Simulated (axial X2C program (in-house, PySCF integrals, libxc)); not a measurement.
# SnNa⁺: bond curves with and without spin–orbit coupling

Aim: find the lowest determinant of SnNa⁺, scan the bond at several levels and fit the constants, once spin-free and once with spin–orbit coupling.

Computed with an in-house X2C program for linear molecules on PySCF integrals. Level: all-electron X2C, Sn dyall-cv3z, Na dyall-cv3z.

All values are calculated.

### 1 Input

Input file task.json:

```json
{"zs": [50, 11], "q": 1, "bas": ["dyall-cv3z", "dyall-cv3z"], "levels": ["PBE0", "HF", "PBEsol"], "cc": true, "r0": 2.95, "thr": -1.0, "nmax": 90, "npts": 10, "nst": 2, "ntry": 6}
```

Keys: zs atomic numbers; q charge; bas basis sets; levels methods (HF also brings MP2); cc coupled cluster on or off; r0 starting distance in Å; thr threshold in hartree for freezing inner shells (an s shell follows its p shell); nmax most natural virtual spinors; npts points asked for on the curve; nst determinants followed; ntry starts of the search.

Command:

```sh
$ python so2c.py task.json out
```

Spin-free means the one-electron spin-free X2C Hamiltonian; two-component (2c) means X2C with spin–orbit coupling and atomic mean-field two-electron Coulomb and Gaunt terms. Basis: Sn dyall-cv3z contracted to [11s12p9d4f1g], Na dyall-cv3z contracted to [9s8p5d2f]; Gaussian nuclei, density fitting. Masses: Sn 119.902 u, Na 22.990 u.

Notation: σ, π±, δ± give the projection m of an orbital's angular momentum (0, ±1, ±2), α and β its spin, Λ and M_S the sums; ω is the projection of a spinor's total angular momentum and Ω the sum. Logs are in hartree.

The results follow Hamiltonian by Hamiltonian and level by level.

### 2 Which state to follow

PBE0 moves the distance from 2.950 Å to 3.310 Å and compares determinants there.

Spin-free determinants:

```
ΔE (eV)           state                     open shells
   0.00  M_S = 1, Λ = 1   beyond closed shells: σα, π+α
   0.27  M_S = 0, Λ = 1   beyond closed shells: σα, π+β
   0.32  M_S = 0, Λ = 0                    closed shell
   0.78  M_S = 1, Λ = 0  beyond closed shells: π+α, π-α
   1.54  M_S = 0, Λ = 0  beyond closed shells: π+β, π-α
   1.54  M_S = 0, Λ = 2  beyond closed shells: π+α, π+β
   3.26  M_S = 1, Λ = 0    beyond closed shells: 2 × σα
```

Two-component determinants:

```json
{"ΔE (eV)": "0.00", "state": "Ω = 0", "open shells": "closed shell"}
{"ΔE (eV)": "0.10", "state": "Ω = 1", "open shells": "excess of +ω over −ω: 2 × ω = 1/2"}
{"ΔE (eV)": "0.12", "state": "Ω = 2", "open shells": "excess of +ω over −ω: ω = 1/2, ω = 3/2"}
{"ΔE (eV)": "0.35", "state": "Ω = 1", "open shells": "excess of +ω over −ω: ω = -1/2, ω = 3/2"}
{"ΔE (eV)": "1.82", "state": "Ω = 0", "open shells": "closed shell"}
```

### 3 PBE0, spin-free

State followed: M_S = 1, Λ = 1 (beyond closed shells: σα, π+α). The scan is laid around 3.310 Å, a first estimate of the minimum, and this SCF restarts from the orbitals of the search.

The SCF at the reference distance of 3.310 Å:

```text
spin-free X2C-1e  PBE0
basis functions 201  fitting functions 974  grid points 5089
iter        total energy     max residual
   1      -6338.439482532     2.93e-05
   2      -6338.439482542     2.61e-05
   3      -6338.439482549     5.56e-06
   4      -6338.439482550     2.17e-06
converged
one-electron -8884.53241611  Coulomb 2638.73518333  exact exchange -44.46181534  xc functional -136.11018246  nuclear repulsion 87.92974804
```

Along the bond, energies from the lowest point:

| R (Å) | E (eV) | μ (D) | HOMO (eV) | LUMO (eV) | iterations |
| --- | --- | --- | --- | --- | --- |
| 2.880 | 0.1538 | 7.86 | -9.76 | -8.00 | 9 |
| 3.012 | 0.0678 | 8.29 | -9.64 | -7.88 | 8 |
| 3.111 | 0.0292 | 8.62 | -9.55 | -7.79 | 8 |
| 3.211 | 0.0083 | 8.96 | -9.46 | -7.71 | 8 |
| 3.310 | 0.0000 | 9.31 | -9.38 | -7.63 | 4 |
| 3.426 | 0.0028 | 9.72 | -9.29 | -7.54 | 9 |
| 3.542 | 0.0161 | 10.14 | -9.21 | -7.45 | 8 |
| 3.691 | 0.0421 | 10.70 | -9.10 | -7.34 | 9 |
| 3.873 | 0.0847 | 11.41 | -8.97 | -7.22 | 9 |
| 4.138 | 0.1543 | 12.47 | -8.80 | -7.05 | 9 |

Dipoles are positive if Na is the positive end and refer to the centre of mass.

Outer orbitals at the reference distance:

| symmetry | occupied | ε (eV) | atomic character |
| --- | --- | --- | --- |
| δ+α | yes | -33.18 | 100% Sn d |
| δ-α | yes | -33.13 | 100% Sn d |
| π+α | yes | -33.11 | 100% Sn d |
| π-α | yes | -33.08 | 100% Sn d |
| σα | yes | -33.08 | 100% Sn d |
| δ+β | yes | -33.02 | 100% Sn d |
| δ-β | yes | -33.02 | 100% Sn d |
| π+β | yes | -32.92 | 100% Sn d |
| π-β | yes | -32.92 | 100% Sn d |
| σβ | yes | -32.89 | 100% Sn d |
| σα | yes | -16.88 | 86% Sn s, 6% Na p, 4% Na d |
| σβ | yes | -15.21 | 87% Sn s, 6% Na p, 4% Na d |
| σα | yes | -10.08 | 76% Sn p, 14% Na s, 6% Na p |
| π+α | yes | -9.38 | 94% Sn p, 3% Na d, 3% Na p |
| π-α | no | -7.63 | 92% Sn p, 4% Na p, 4% Na d |
| σβ | no | -7.06 | 65% Sn p, 28% Na s, 4% Na p |
| π-β | no | -6.49 | 92% Sn p, 5% Na p, 4% Na d |
| π+β | no | -6.49 | 92% Sn p, 5% Na p, 4% Na d |

PBE0 fields in the half plane through the axis: z from -2.4 to 5.7 Å across, distance from the axis 0.15 to 2.25 Å upwards; Sn lies at z = 0 and Na at z = 3.310 Å; the ELF is damped to zero where the density is low.

log10 density (e/bohr³). Ten even steps from '0' (-5.88 ) to '9' (1.82 ):
```
2223333333333333322221111000
2233344444444333333222211100
2333444444444443333332221100
3334455555554444433333221110
3344555565555444444444322110
3444556666655544455655432211
3445566787665554567776543211
3445567898765555567886543211
```

ELF. Ten even steps from '0' (0.00 ) to '9' (0.86 ):
```
0001233333322221100000000000
0013456555555544310000000000
0146777766667776410000000000
1368887655678887200000000000
2589874333468995000110000000
3799853343248993014653000000
5899634888436991059997200000
5899637484726991189298400000
```

Re = 3.337 Å, ωe = 114.8 cm⁻¹, ωexe = 0.754 cm⁻¹, Be = 0.07847 cm⁻¹, De = 0.646 eV, μ = 9.40 D.

### 4 HF, spin-free

The SCF at the reference distance of 3.310 Å:

```text
spin-free X2C-1e  HF
basis functions 201  fitting functions 974  grid points 5089
iter        total energy     max residual
   1      -6335.714746123     2.58e-01
   2      -6335.736110328     5.96e-03
   3      -6335.736695919     8.84e-04
   4      -6335.736784462     6.84e-04
   5      -6335.736807456     4.40e-04
   6      -6335.736822283     2.53e-04
   7      -6335.736826659     1.06e-04
   8      -6335.736827278     3.69e-05
   9      -6335.736827374     1.22e-05
  10      -6335.736827387     5.77e-06
  11      -6335.736827389     2.24e-06
  12      -6335.736827390     9.13e-07
converged
one-electron -8884.08104008  Coulomb 2638.35980201  exact exchange -177.94533735  xc functional 0.00000000  nuclear repulsion 87.92974804
```

Re = 3.418 Å, ωe = 111.2 cm⁻¹, ωexe = 0.632 cm⁻¹, Be = 0.07479 cm⁻¹, De = 0.498 eV, μ = 10.21 D.

### 5 PBEsol, spin-free

Output at 3.310 Å:

```text
spin-free X2C-1e  PBEsol
basis functions 201  fitting functions 974  grid points 5089
iter        total energy     max residual
   1      -6335.112421486     4.78e-01
   2      -6335.117954217     6.83e-03
   3      -6335.117902596     6.97e-03
   4      -6335.118272801     6.67e-04
   5      -6335.118275602     2.12e-04
   6      -6335.118276564     4.46e-05
   7      -6335.118276575     2.49e-05
   8      -6335.118276580     1.34e-06
   9      -6335.118276580     3.78e-07
converged
one-electron -8883.77607550  Coulomb 2637.88916842  exact exchange 0.00000000  xc functional -177.16111754  nuclear repulsion 87.92974804
```

Re = 3.338 Å, ωe = 111.5 cm⁻¹, ωexe = 0.804 cm⁻¹, Be = 0.07841 cm⁻¹, De = 0.696 eV, μ = 9.20 D.

### 6 Correlated methods, spin-free

Correlated methods: 4 electrons correlated (frozen shells, counted by type: Sn 4 s, 3 p, 2 d; Na 2 s, 1 p), 282 virtual spinors in MP2, 51 natural virtuals in coupled cluster.

Output of the correlated part at 3.310 Å:

```text
correlated 4  virtual 282  natural virtual 51  E(MP2) -0.045917823  MP2 remainder -0.001193295
iter   CCSD correlation   residual
   1     -0.053904129   8.95e-02
   2     -0.057167816   3.16e-02
   3     -0.057433311   7.96e-03
   4     -0.057455928   1.53e-03
   5     -0.057447019   3.44e-04
   6     -0.057453560   1.23e-04
   7     -0.057450657   3.85e-05
   8     -0.057451454   9.69e-06
   9     -0.057451434   1.72e-06
(T) -0.001704617  T1 0.0113  D1 0.0187  max T2 0.102
```

T1 in the output is the amplitude norm over the root of the electron number; divide by √2 for the Lee–Taylor value.

MP2: Re = 3.413 Å, ωe = 111.0 cm⁻¹, Be = 0.075 cm⁻¹, De = 0.542 eV.

CCSD: Re = 3.411 Å, ωe = 111.4 cm⁻¹, ωexe = 0.678 cm⁻¹, Be = 0.07511 cm⁻¹, De = 0.538 eV. T1 at Re = 0.008 (Lee–Taylor, the printed value over √2).

CCSD(T): Re = 3.412 Å, ωe = 111.3 cm⁻¹, ωexe = 0.68 cm⁻¹, Be = 0.07508 cm⁻¹, De = 0.542 eV. T1 at Re = 0.008 (Lee–Taylor, the printed value over √2).

### 7 A higher determinant, spin-free

State: M_S = 0, Λ = 1 (beyond closed shells: σα, π+β).

Output at the reference distance:

```text
spin-free X2C-1e  PBE0
basis functions 201  fitting functions 974  grid points 5089
iter        total energy     max residual
   1      -6338.429633613     2.02e-05
   2      -6338.429633619     1.77e-05
   3      -6338.429633624     2.86e-06
   4      -6338.429633624     1.32e-06
converged
one-electron -8884.38948404  Coulomb 2638.59154050  exact exchange -44.45844566  xc functional -136.10299246  nuclear repulsion 87.92974804
```

| R (Å) | E above the lowest PBE0 point (eV) |
| --- | --- |
| 2.880 | 0.449 |
| 3.012 | 0.354 |
| 3.111 | 0.308 |
| 3.211 | 0.282 |
| 3.310 | 0.268 |
| 3.426 | 0.265 |
| 3.542 | 0.274 |
| 3.691 | 0.295 |
| 3.873 | 0.332 |

No constants are quoted: fits of two degrees disagree.

### 8 The spin-free curves together

Energy (eV) of the followed determinant, spin-free, from each level's lowest point:

| R (Å) | PBE0 | HF | MP2 | CCSD | CCSD(T) | PBEsol |
| --- | --- | --- | --- | --- | --- | --- |
| 2.880 | 0.154 | 0.214 | 0.211 | n/a | n/a | 0.146 |
| 3.012 | 0.068 | 0.106 | 0.104 | 0.103 | 0.103 | 0.065 |
| 3.111 | 0.029 | 0.055 | 0.053 | 0.052 | 0.053 | 0.028 |
| 3.211 | 0.008 | 0.023 | 0.022 | 0.021 | 0.021 | 0.008 |
| 3.310 | 0.000 | 0.006 | 0.005 | 0.005 | 0.005 | 0.000 |
| 3.426 | 0.003 | 0.000 | 0.000 | 0.000 | 0.000 | 0.002 |
| 3.542 | 0.016 | 0.006 | 0.006 | 0.007 | 0.007 | 0.015 |
| 3.691 | 0.042 | 0.026 | 0.026 | 0.027 | 0.027 | 0.039 |
| 3.873 | 0.085 | 0.062 | 0.062 | n/a | n/a | 0.080 |
| 4.138 | 0.154 | 0.125 | 0.124 | n/a | n/a | 0.145 |

### 9 PBE0, 2c

State followed: Ω = 0 (closed shell). The scan is laid around 3.310 Å, a first estimate of the minimum, and this SCF restarts from the orbitals of the search.

The SCF at the reference distance of 3.310 Å:

```text
two-component X2C + atomic mean field  PBE0
basis functions 201  fitting functions 974  grid points 5089
iter        total energy     max residual
   1      -6335.824896828     2.76e-06
   2      -6335.824896828     3.07e-06
converged
one-electron -8877.03627632  Coulomb 2637.26924192  exact exchange -44.42838666  xc functional -136.02499203  nuclear repulsion 87.92974804  atomic mean-field constant -3.53423177
```

Along the bond, energies from the lowest point:

| R (Å) | E (eV) | μ (D) | HOMO (eV) | LUMO (eV) | iterations |
| --- | --- | --- | --- | --- | --- |
| 2.880 | 0.1650 | 7.48 | -9.77 | -7.62 | 11 |
| 3.012 | 0.0686 | 7.81 | -9.67 | -7.53 | 8 |
| 3.111 | 0.0267 | 8.08 | -9.58 | -7.46 | 9 |
| 3.211 | 0.0058 | 8.36 | -9.50 | -7.39 | 11 |
| 3.310 | 0.0000 | 8.67 | -9.42 | -7.32 | 2 |
| 3.426 | 0.0081 | 9.04 | -9.32 | -7.24 | 9 |
| 3.542 | 0.0284 | 9.44 | -9.22 | -7.17 | 9 |
| 3.691 | 0.0646 | 9.99 | -9.10 | -7.07 | 10 |
| 3.873 | 0.1202 | 10.69 | -8.95 | -6.95 | 10 |
| 4.138 | 0.2066 | 11.78 | -8.74 | -6.79 | 10 |

Dipoles are positive if Na is the positive end and refer to the centre of mass.

Outer spinors at the reference distance:

```json
{"ω": "3/2", "occupied": "yes", "ε (eV)": "-33.91", "atomic character": "100% Sn d", "λ mixture": "86% δ, 14% π"}
{"ω": "1/2", "occupied": "yes", "ε (eV)": "-33.68", "atomic character": "100% Sn d", "λ mixture": "64% π, 36% σ"}
{"ω": "5/2", "occupied": "yes", "ε (eV)": "-32.93", "atomic character": "100% Sn d", "λ mixture": "100% δ"}
{"ω": "3/2", "occupied": "yes", "ε (eV)": "-32.71", "atomic character": "100% Sn d", "λ mixture": "86% π, 14% δ"}
{"ω": "1/2", "occupied": "yes", "ε (eV)": "-32.61", "atomic character": "100% Sn d", "λ mixture": "64% σ, 36% π"}
{"ω": "1/2", "occupied": "yes", "ε (eV)": "-16.17", "atomic character": "87% Sn s, 6% Na p, 4% Na d", "λ mixture": "100% σ"}
{"ω": "1/2", "occupied": "yes", "ε (eV)": "-9.42", "atomic character": "82% Sn p, 10% Na s, 5% Na p", "λ mixture": "74% σ, 26% π"}
{"ω": "1/2", "occupied": "no", "ε (eV)": "-7.32", "atomic character": "85% Sn p, 8% Na s, 4% Na p", "λ mixture": "73% π, 27% σ"}
{"ω": "3/2", "occupied": "no", "ε (eV)": "-7.09", "atomic character": "92% Sn p, 5% Na p, 4% Na d", "λ mixture": "100% π"}
{"ω": "1/2", "occupied": "no", "ε (eV)": "-5.34", "atomic character": "69% Na s, 13% Sn p, 12% Na p", "λ mixture": "99% σ, 1% π"}
{"ω": "1/2", "occupied": "no", "ε (eV)": "-3.54", "atomic character": "89% Na p, 6% Sn d, 5% Sn p", "λ mixture": "100% π"}
```

PBE0 fields in the half plane through the axis: z from -2.4 to 5.7 Å across, distance from the axis 0.15 to 2.25 Å upwards; Sn lies at z = 0 and Na at z = 3.310 Å; the ELF is damped to zero where the density is low.

log10 density (e/bohr³). Ten even steps from ' ' (-5.60 ) to '@' (1.82 ):
```
..::::::------------------------::::::::::........      
::::------------==------------------::::::::::......    
::------====================------------::::::::....    
::----======++++++++++==========------------::::......  
----======++++++++++++++++==================--::::....  
----====++++**********++++++======++++**++++==--::......
--====++++****##%%##****++++++==++++**####**==--::::....
--====++++**##%%@@%%##**++++++==++**##%%##**++==--::....
```

ELF. Ten even steps from ' ' (0.00 ) to '@' (0.92 ):
```
          ..            ..........                      
    ..::----::::......::::--======::                    
  ::==****++==----::--==++**####==..                    
..++##%%%%##++==----==++##%%%%##::                      
==##@@@@%%**==::::::--++##@@@@++                        
**%%@@@@%%==::--==--::==##@@@@--    ==**++::            
##@@@@@@##--==##%%##==--**@@@@..  ==%%@@%%**::          
%%@@@@@@**--**==%%==**::**@@@@..  ##@@..@@%%--          
```

Re = 3.302 Å, ωe = 131.8 cm⁻¹, ωexe = 0.876 cm⁻¹, Be = 0.08015 cm⁻¹, De = 0.582 eV, μ = 8.64 D.

### 10 HF, 2c

The SCF at the reference distance of 3.310 Å:

```text
two-component X2C + atomic mean field  HF
basis functions 201  fitting functions 974  grid points 5089
iter        total energy     max residual
   1      -6333.085064790     2.58e-01
   2      -6333.107184575     5.98e-03
   3      -6333.107865270     8.29e-04
   4      -6333.107978134     7.20e-04
   5      -6333.108015407     6.27e-04
   6      -6333.108051626     5.13e-04
   7      -6333.108087013     3.66e-04
   8      -6333.108116257     1.50e-04
   9      -6333.108122581     2.06e-05
  10      -6333.108122686     4.00e-06
  11      -6333.108122691     1.79e-06
  12      -6333.108122692     3.77e-07
converged
one-electron -8876.64633268  Coulomb 2636.95340634  exact exchange -177.81071262  xc functional 0.00000000  nuclear repulsion 87.92974804  atomic mean-field constant -3.53423177
```

Re = 3.390 Å, ωe = 121.3 cm⁻¹, ωexe = 0.839 cm⁻¹, Be = 0.07606 cm⁻¹, De = 0.072 eV, μ = 9.87 D.

### 11 PBEsol, 2c

The SCF at the reference distance of 3.310 Å:

```text
two-component X2C + atomic mean field  PBEsol
basis functions 201  fitting functions 974  grid points 5089
iter        total energy     max residual
   1      -6332.501564868     4.78e-01
   2      -6332.507179160     6.83e-03
   3      -6332.507099745     7.29e-03
   4      -6332.507502901     7.46e-04
   5      -6332.507507558     3.19e-04
   6      -6332.507516274     5.16e-05
   7      -6332.507516699     1.27e-05
   8      -6332.507516716     2.03e-06
   9      -6332.507516716     6.22e-07
converged
one-electron -8876.26741038  Coulomb 2636.41086336  exact exchange 0.00000000  xc functional -177.04648597  nuclear repulsion 87.92974804  atomic mean-field constant -3.53423177
```

Re = 3.304 Å, ωe = 127.8 cm⁻¹, ωexe = 0.925 cm⁻¹, Be = 0.08005 cm⁻¹, De = 0.668 eV, μ = 8.33 D.

### 12 MP2 and beyond, 2c

Correlated methods: 4 electrons correlated (frozen shells, counted by type: Sn 4 s, 3 p, 2 d; Na 2 s, 1 p), 282 virtual spinors in MP2, 58 natural virtuals in coupled cluster.

Output of the correlated part at 3.310 Å:

```text
correlated 4  virtual 282  natural virtual 58  E(MP2) -0.055137187  MP2 remainder -0.001278753
iter   CCSD correlation   residual
   1     -0.065613708   1.33e-01
   2     -0.072230252   7.87e-02
   3     -0.074341062   4.61e-02
   4     -0.075195953   2.25e-02
   5     -0.075181440   1.08e-02
   6     -0.075350696   8.03e-03
   7     -0.075492697   5.53e-03
   8     -0.075485486   2.30e-03
   9     -0.075492311   1.76e-03
  10     -0.075514600   1.26e-03
  11     -0.075509539   5.72e-04
  12     -0.075507672   1.28e-04
  13     -0.075508935   5.18e-05
  14     -0.075509313   1.59e-05
  15     -0.075509182   7.58e-06
  16     -0.075509035   4.90e-06
  17     -0.075508982   3.35e-06
  18     -0.075508931   2.33e-06
  19     -0.075508895   1.16e-06
  20     -0.075508879   8.74e-07
(T) -0.002287812  T1 0.0468  D1 0.0652  max T2 0.272
```

MP2: Re = 3.383 Å, ωe = 121.4 cm⁻¹, Be = 0.07638 cm⁻¹, De = 0.407 eV.

CCSD: Re = 3.383 Å, ωe = 117.1 cm⁻¹, ωexe = 0.831 cm⁻¹, Be = 0.07634 cm⁻¹, De = 0.473 eV. T1 at Re = 0.033 (Lee–Taylor, the printed value over √2).

CCSD(T): Re = 3.388 Å, ωe = 115.8 cm⁻¹, ωexe = 0.833 cm⁻¹, Be = 0.07614 cm⁻¹, De = 0.468 eV. T1 at Re = 0.033 (Lee–Taylor, the printed value over √2).

### 13 A higher determinant, 2c

State: Ω = 1 (excess of +ω over −ω: 2 × ω = 1/2).

Output at the reference distance:

```text
two-component X2C + atomic mean field  PBE0
basis functions 201  fitting functions 974  grid points 5089
iter        total energy     max residual
   1      -6335.821196526     1.94e-05
   2      -6335.821196535     1.93e-05
   3      -6335.821196538     1.78e-06
   4      -6335.821196538     6.53e-07
converged
one-electron -8877.01925144  Coulomb 2637.26675613  exact exchange -44.43352415  xc functional -136.03069334  nuclear repulsion 87.92974804  atomic mean-field constant -3.53423177
```

| R (Å) | E above the lowest PBE0 point (eV) |
| --- | --- |
| 2.880 | 0.284 |
| 3.012 | 0.188 |
| 3.111 | 0.142 |
| 3.211 | 0.115 |
| 3.310 | 0.101 |
| 3.426 | 0.097 |
| 3.542 | 0.105 |
| 3.691 | 0.125 |
| 3.873 | 0.162 |

No constants are quoted: fits of two degrees disagree.

### 14 The 2c curves together

Energy (eV) of the followed determinant, 2c, from each level's lowest point:

| R (Å) | PBE0 | HF | MP2 | CCSD | CCSD(T) | PBEsol |
| --- | --- | --- | --- | --- | --- | --- |
| 2.880 | 0.165 | 0.225 | 0.218 | n/a | n/a | 0.158 |
| 3.012 | 0.069 | 0.108 | 0.103 | 0.096 | 0.097 | 0.066 |
| 3.111 | 0.027 | 0.053 | 0.049 | 0.046 | 0.047 | 0.026 |
| 3.211 | 0.006 | 0.019 | 0.017 | 0.016 | 0.017 | 0.006 |
| 3.310 | 0.000 | 0.003 | 0.002 | 0.002 | 0.002 | 0.000 |
| 3.426 | 0.008 | 0.000 | 0.000 | 0.000 | 0.000 | 0.007 |
| 3.542 | 0.028 | 0.010 | 0.010 | 0.010 | 0.009 | 0.026 |
| 3.691 | 0.065 | 0.035 | 0.036 | 0.034 | 0.032 | 0.060 |
| 3.873 | 0.120 | 0.077 | 0.079 | n/a | n/a | 0.112 |
| 4.138 | 0.207 | 0.146 | 0.149 | n/a | n/a | 0.193 |

Time for the job: 2.1 min (1 thread, shared host).

### 15 Results

Lowest determinant that the search found at its distance, spin-free: M_S = 1, Λ = 1 (beyond closed shells: σα, π+α).

Lowest determinant that the search found at its distance, 2c: Ω = 0 (closed shell).

```tsv
Hamiltonian	level	Re (Å)	ωe (cm⁻¹)	De (eV)	μ (D)
spin-free	PBE0	3.337	114.8	0.646	9.40
spin-free	HF	3.418	111.2	0.498	10.21
spin-free	MP2	3.413	111.0	0.542	n/a
spin-free	CCSD	3.411	111.4	0.538	n/a
spin-free	CCSD(T)	3.412	111.3	0.542	n/a
spin-free	PBEsol	3.338	111.5	0.696	9.20
2c	PBE0	3.302	131.8	0.582	8.64
2c	HF	3.390	121.3	0.072	9.87
2c	MP2	3.383	121.4	0.407	n/a
2c	CCSD	3.383	117.1	0.473	n/a
2c	CCSD(T)	3.388	115.8	0.468	n/a
2c	PBEsol	3.304	127.8	0.668	8.33
```

Dipoles are positive if Na is the positive end and refer to the centre of mass.

Time per point (s) on 1 thread, shared host (2c runs; CCSD comes with the CCSD(T) run); the times are rough: PBE0 0.7, HF 0.49, MP2 0.58, CCSD(T) 1.5, PBEsol 0.46.

At CCSD(T), going from spin-free to two-component changes Re by -24 mÅ, ωe by +4.0 %, so spin–orbit coupling matters for this bond. De moves by -0.07 eV; both De rest on single-determinant atoms, which can miss part of an open shell's spin–orbit lowering.

De refers to Sn + Na+, each in the lowest determinant found, which need not be this curve's own limit. The state is a single determinant with fixed occupations, the lowest that a limited PBE0 search found. Closed shells are restricted here (equal orbitals for both partners), which fails at long range if the bond breaks into open shells. Dissociation energies refer to the lowest single-determinant-based atoms at the same level and basis. CCSD and (T) use frozen natural virtuals with an MP2 correction for the truncation. With several unpaired electrons one determinant need not be a pure state. With the outer-core shells frozen, correlated bond lengths of heavy atoms tend to come out a few hundredths of an ångström too long. T1 at Re is 0.033 (Lee–Taylor), above the customary mark of 0.02.
